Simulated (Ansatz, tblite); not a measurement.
**Ga8As9 zinc blende off sphere (Ga₈As₉H₂₄+): spin-state energies by level**

Aim: set other spin states of Ga8As9 zinc blende off sphere (Ga₈As₉H₂₄+) against its singlet, on many levels of theory.

The runs use Ansatz 0.2.0, Gaussian basis; as each input shows.

Levels to be run: triplet, at the geometry of the singlet (GFN1-xTB, GFN2-xTB, PBE0-D4/def2-TZVP, PBE-D4/def2-TZVP); the singlet's energies come from earlier runs.

1 further run of the same task is left out (set aside as unsound or not needed).

### 1 The relaxed structure

The singlet was relaxed beforehand with PBE-D4/def2-SVP.

41 atoms, charge 1, spin multiplicity 1.

Bond lengths: Ga1–As9 2.573 Å, Ga1–As12 2.528 Å, Ga1–H18 1.571 Å, Ga1–H19 1.568 Å, Ga2–As11 2.557 Å, Ga2–As13 2.499 Å, Ga2–H20 1.569 Å, Ga2–H21 1.588 Å, Ga3–As10 2.502 Å, Ga3–As14 2.483 Å, Ga3–As15 2.486 Å, Ga3–H22 1.566 Å, Ga4–As11 2.472 Å, Ga4–As14 2.537 Å, Ga4–As16 2.456 Å, Ga4–H23 1.570 Å, Ga5–As9 2.472 Å, Ga5–As10 2.504 Å and more. Angles: As9–Ga1–As12 99.8°, As9–Ga1–H18 102.5°, As9–Ga1–H19 103.6°, As12–Ga1–H18 107.3°, As12–Ga1–H19 108.0°, H18–Ga1–H19 131.1°, As11–Ga2–As13 95.9°, As11–Ga2–H20 107.7°, As11–Ga2–H21 101.2°, As13–Ga2–H20 112.6°, As13–Ga2–H21 108.1°, H20–Ga2–H21 126.3°, As10–Ga3–As14 99.6°, As10–Ga3–As15 99.6°, As10–Ga3–H22 115.8°, As14–Ga3–As15 100.2°, As14–Ga3–H22 119.4°, As15–Ga3–H22 118.7° and more.

The ion is computed in the gas phase, without counter-ions or solvent.

### 2 Triplet at the fixed geometry, GFN1-xTB

Tight binding, by tblite at 300 K electronic temperature and without a spin-polarisation term:

```python
tblite.interface.Calculator('GFN1-xTB', numbers, positions, charge=1, uhf=2).singlepoint()
```

Energy -1213.9847 eV; 0.45 s.

### 3 Triplet at the fixed geometry, GFN2-xTB

Tight binding, by tblite at 300 K electronic temperature and without a spin-polarisation term:

```python
tblite.interface.Calculator('GFN2-xTB', numbers, positions, charge=1, uhf=2).singlepoint()
```

Energy -1157.0063 eV; 0.53 s.

### 4 Triplet at the fixed geometry, PBE0-D4/def2-TZVP

in.yaml reads:

```yaml
crystal:
  periodic: [false, false, false]
  atoms:
    - {symbol: Ga, position_ang: [-2.298817, -3.048590, 3.477644]}
    - {symbol: Ga, position_ang: [1.139969, -3.188968, 0.188060]}
    - {symbol: Ga, position_ang: [-1.904171, 2.834987, -2.973936]}
    - {symbol: Ga, position_ang: [1.389396, -0.126620, -2.910348]}
    - {symbol: Ga, position_ang: [-1.501808, -0.301533, -0.044880]}
    - {symbol: Ga, position_ang: [1.361299, -0.206639, 2.907626]}
    - {symbol: Ga, position_ang: [1.240664, 2.754371, 0.134718]}
    - {symbol: Ga, position_ang: [4.305579, -0.096551, -0.027936]}
    - {symbol: As, position_ang: [-2.923871, -1.792184, 1.321220]}
    - {symbol: As, position_ang: [-2.970463, 1.173271, -1.437384]}
    - {symbol: As, position_ang: [0.018854, -1.577873, -1.451500]}
    - {symbol: As, position_ang: [-0.143307, -1.861835, 4.055301]}
    - {symbol: As, position_ang: [2.628313, -1.484401, 1.248107]}
    - {symbol: As, position_ang: [-0.279150, 1.350006, -4.123386]}
    - {symbol: As, position_ang: [-0.393569, 3.976271, -1.363068]}
    - {symbol: As, position_ang: [2.589569, 1.298999, -1.311220]}
    - {symbol: As, position_ang: [-0.148977, 1.137936, 1.401351]}
    - {symbol: H, position_ang: [-3.391554, -2.551737, 4.490931]}
    - {symbol: H, position_ang: [-1.939324, -4.489434, 2.974973]}
    - {symbol: H, position_ang: [1.937599, -4.246104, -0.653762]}
    - {symbol: H, position_ang: [-0.054843, -3.492569, 1.188904]}
    - {symbol: H, position_ang: [-2.887853, 3.704184, -3.828382]}
    - {symbol: H, position_ang: [2.234566, -0.869892, -4.005151]}
    - {symbol: H, position_ang: [2.047443, 0.756150, 3.944360]}
    - {symbol: H, position_ang: [1.977423, 3.821204, 1.020928]}
    - {symbol: H, position_ang: [4.964080, -1.012245, -1.123946]}
    - {symbol: H, position_ang: [4.991857, 0.897249, 0.979143]}
    - {symbol: H, position_ang: [-3.517211, -2.747190, 0.290732]}
    - {symbol: H, position_ang: [-4.182183, -0.956356, 1.545016]}
    - {symbol: H, position_ang: [-3.935844, 0.317350, -2.248353]}
    - {symbol: H, position_ang: [-3.997736, 1.890737, -0.569292]}
    - {symbol: H, position_ang: [-0.942279, -2.334026, -2.367551]}
    - {symbol: H, position_ang: [0.821581, -2.972578, 4.455419]}
    - {symbol: H, position_ang: [-0.347664, -1.283973, 5.453231]}
    - {symbol: H, position_ang: [3.497872, -2.325492, 2.181580]}
    - {symbol: H, position_ang: [-1.081790, 0.552219, -5.145696]}
    - {symbol: H, position_ang: [0.451178, 2.255905, -5.108623]}
    - {symbol: H, position_ang: [0.357799, 5.016594, -2.185850]}
    - {symbol: H, position_ang: [-1.258643, 4.942924, -0.561261]}
    - {symbol: H, position_ang: [3.352440, 2.285390, -2.192546]}
    - {symbol: H, position_ang: [-1.141022, 1.943642, 2.236726]}
basis:
  gaussian: {orbitals: def2-TZVP, fitting: {mean_field: def2-universal-jkfit}}
total_charge: 1
magnetization: {spin_polarized: true, initial_magnetization: 2}
hamiltonian: {xc: pbe0, dispersion: d4}
scf: {omitted_lower_state_checks: [starts]}
output: {orbitals: {seedname: orbitals}}
```

Launch:

```
$ ansatz run in.yaml --threads 11 --pin off --events-out ev --progress --plain --max-ram 166912MiB --backend cuda --devices 0, --max-vram 75GiB
```

The log of the run:

```text
Functional definition: PBE0
  name "PBE0"
  cite "Adamo & Barone, J. Chem. Phys. 110, 6158 (1999) doi:10.1063/1.478522"
  cite "Perdew, Burke & Ernzerhof, Phys. Rev. Lett. 77, 3865 (1996) doi:10.1103/PhysRevLett.77.3865"
  parent pbe
  parameter a = 0.25
  parameter kappa = 0.804
  parameter beta = 0.06672455060314922
  exchange = (1 - a)*pbe_x(kappa = kappa, mu = beta*pi^2/3) + a*exact_x
  correlation = pbe_c(beta = beta)
these checks for a lower state are left out or cut short: starts
4954 factors; integrals over basis functions are off by at most 6.2e-1 eV
mean field evaluation 1: about -966860.5817 eV, gradient 4.7e1 eV
mean field evaluation 2: about -966849.4754 eV, gradient 6.7e1 eV
mean field evaluation 4: about -966865.1280 eV, gradient 1.4e1 eV
mean field evaluation 8: about -966866.7325 eV, gradient 8.1e-1 eV
mean field evaluation 16: about -966866.7736 eV, gradient 1.6e-1 eV
mean field evaluation 32: about -966866.7743 eV, gradient 2.1e-4 eV
mean field -966866.77426295 eV, -35531.6985883255 hartree, gradient 8.2e-6 eV, S^2 2.005401; 0 other end points of the search recorded, 0 dependent functions left out
reference -966866.77434026 eV, -35531.6985911667 hartree; 285, 283 occupied and 675, 677 virtual orbitals, 4954 factors
Total energy: -966869.69568847 eV, -35531.8059487332 hartree
Checks for a lower state left out: starts
```

Run time: 23 s. Hardware: 1 × H100 with 11 threads of AMD EPYC 7R13, shared host; peak host memory 1.8 GiB.

From the report: HOMO -5.50 eV, LUMO -8.89 eV (over both spins; with the spin held, an empty level of the minority spin lies below the top filled one); ⟨S²⟩ 2.005 (pure: 2.00).

### 5 Triplet at the fixed geometry, PBE-D4/def2-TZVP

start.molden holds the orbitals of an earlier run on this state, given as this run's starting guess.

in.yaml, as its differences from that of step 4:

```diff
@@ -45,6 +45,6 @@
 basis:
-  gaussian: {orbitals: def2-TZVP, fitting: {mean_field: def2-universal-jkfit}}
+  gaussian: {orbitals: def2-TZVP, fitting: {mean_field: def2-universal-jkfit}, initial_orbitals: start.molden}
 total_charge: 1
 magnetization: {spin_polarized: true, initial_magnetization: 2}
-hamiltonian: {xc: pbe0, dispersion: d4}
+hamiltonian: {xc: pbe, dispersion: d4}
 scf: {omitted_lower_state_checks: [starts]}
```

Launched as before.

The log of the run:

```text
Functional definition: PBE
  name "PBE"
  cite "Perdew, Burke & Ernzerhof, Phys. Rev. Lett. 77, 3865 (1996) doi:10.1103/PhysRevLett.77.3865"
  parent pbe
  parameter kappa = 0.804
  parameter beta = 0.06672455060314922
  exchange = pbe_x(kappa = kappa, mu = beta*pi^2/3)
  correlation = pbe_c(beta = beta)
these checks for a lower state are left out or cut short: starts
4954 factors; integrals over basis functions are off by at most 6.2e-1 eV
mean field evaluation 1: about -966840.8090 eV, gradient 2.3e1 eV
mean field evaluation 2: about -966841.7116 eV, gradient 1.1e0 eV
mean field evaluation 4: about -966841.7449 eV, gradient 3.0e-1 eV
mean field evaluation 8: about -966841.7494 eV, gradient 4.1e-4 eV
mean field evaluation 16: about -966841.7494 eV, gradient 1.4e-5 eV
mean field -966841.74938699 eV, -35530.7789410962 hartree, gradient 4.2e-6 eV, S^2 2.001951; 0 other end points of the search recorded, 0 dependent functions left out
reference -966841.74949360 eV, -35530.7789450140 hartree; 285, 283 occupied and 675, 677 virtual orbitals, 4954 factors
Total energy: -966844.95025670 eV, -35530.8965708886 hartree
Checks for a lower state left out: starts
```

Wall time 14 s (1 × H100 with 11 threads of AMD EPYC 7R13, shared host); peak host memory 1.7 GiB.

Report: HOMO -5.04 eV, LUMO -8.92 eV (over both spins; with the spin held, an empty level of the minority spin lies below the top filled one); ⟨S²⟩ 2.002 (pure: 2.00).

### 6 Triplet less singlet, vertical

The singlet's energies are those of its earlier runs, whose logs aren't repeated here.

| level | triplet less singlet, vertical (kcal/mol) | time |
| --- | --- | --- |
| GFN1-xTB | +86.8 | 0.72 s |
| GFN2-xTB | +92.2 | 0.81 s |
| PBE-D4/def2-TZVP | +88.8 | 20 s |
| PBE0-D4/def2-TZVP | +104.1 | 31 s |

Times add the two runs; a level without a time comes out of a correlated run. Tight binding without a spin term can't rank spin states.

### 7 Results

```
                                                quantity                                        value
triplet less singlet, vertical, functionals in def2-TZVP  +88.8 (PBE-D4) to +104.1 kcal/mol (PBE0-D4)
```

All functionals put the triplet above the singlet, over a spread of 15.3 kcal/mol. The checks for a lower triplet were left out, so another state of that spin may lie lower. These are electronic energies, without zero-point motion, entropy or surroundings.
